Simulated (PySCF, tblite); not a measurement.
# C₇H₆F radical: geometry, infrared bands and EPR parameters

Wanted: the infrared bands and EPR parameters of C₇H₆F radical (`C#C[C@@H]1C[C@]12C[C]2F`), by calculation.

Programs: tblite 0.8.0 and PySCF 2.14.0, with density-fitted response routines of our own. Each step states its level of theory. These are calculated values for one molecule in the gas phase, unless marked as measured. Atoms count from 0, in the outputs and in this text.

## (1) The molecule as given

14 atoms, charge 0, multiplicity 2; geometry from: force field or distance geometry start.

Bonds of the start (Å): C0–C1 1.21, C1–C2 1.42, C2–C3 1.57, C3–C4 1.46, C4–C5 1.44, C5–C6 1.48, C6–F7 1.34, C4–C2 1.46, C6–C4 1.42, C0–H8 1.06, C2–H9 1.09, C3–H10 1.07, C3–H11 1.09, C5–H12 1.09, C5–H13 1.08.

## (2) Optimising the geometry with GFN2-xTB

What the job is given:

```
{"job": {"kind": "relax", "xc": "GFN2-xTB", "basis": "xTB"}, "charge": 0, "multiplicity": 2}
C      2.811800     0.287600     1.024400
C      1.804200    -0.213400     0.574700
C      0.632600    -0.831800     0.063100
C      0.106700    -0.325100    -1.327300
C     -0.588300    -0.036400    -0.072900
C     -1.406200     0.956900     0.568500
C     -1.907900    -0.404100     0.286200
F     -2.866000    -0.581000    -0.631700
H      3.690700     0.738700     1.416800
H      0.506700    -1.889900     0.268200
H      0.643400     0.466700    -1.811400
H     -0.317900    -1.072900    -1.989500
H     -1.251000     1.168900     1.628900
H     -1.859500     1.735300    -0.020000
```

Started as:

```
OMP_NUM_THREADS=1 python probes_run.py task.json out
```

One launch serves the whole session: the jobs run in the order shown.

**Question.** This job is followed by: GFN2-xTB harmonic vibrations, gas phase; UKS B3LYP, pcH-1 on C F H, non-relativistic, mean-field spin-orbit, GIAO. What will the session give for the following? strongest single infrared mode (GFN2-xTB); zero-point energy (GFN2-xTB); g(iso) (B3LYP); ⟨S²⟩; largest a(iso); potential on the surface of density 0.002 e/bohr³, 1st and 99th percentile.

The runs gave:

```
                                                                  quantity                 value
                                 strongest single infrared mode (GFN2-xTB)  1241 cm⁻¹, 92 km/mol
                                              zero-point energy (GFN2-xTB)         63.4 kcal/mol
                                                            g(iso) (B3LYP)               2.00383
                                                                      ⟨S²⟩    0.753 (exact 0.75)
                                                            largest a(iso)  13C on C6, 442.1 MHz
potential on the surface of density 0.002 e/bohr³, 1st and 99th percentile    -0.82 V and 1.44 V
```

Over 60 steps the energy fell by 0.403 eV; of the close pairs, C4–C5 changed most, 1.438 to 1.517 Å. All 36 modes are real, so the xTB geometry is a minimum. The strongest single mode, at 1241 cm⁻¹, is carried by H9, C6, C4. Unscaled tight-binding wavenumbers are off by several per cent, some by more. Its intensities can rank the bands wrongly. C6 carries the largest spin population, 0.82 e. The isotropic g lies 1.5 ppt above the free-electron value. The conformer search found further structures of the same energy, which may be mirror or relabelled copies of this one.
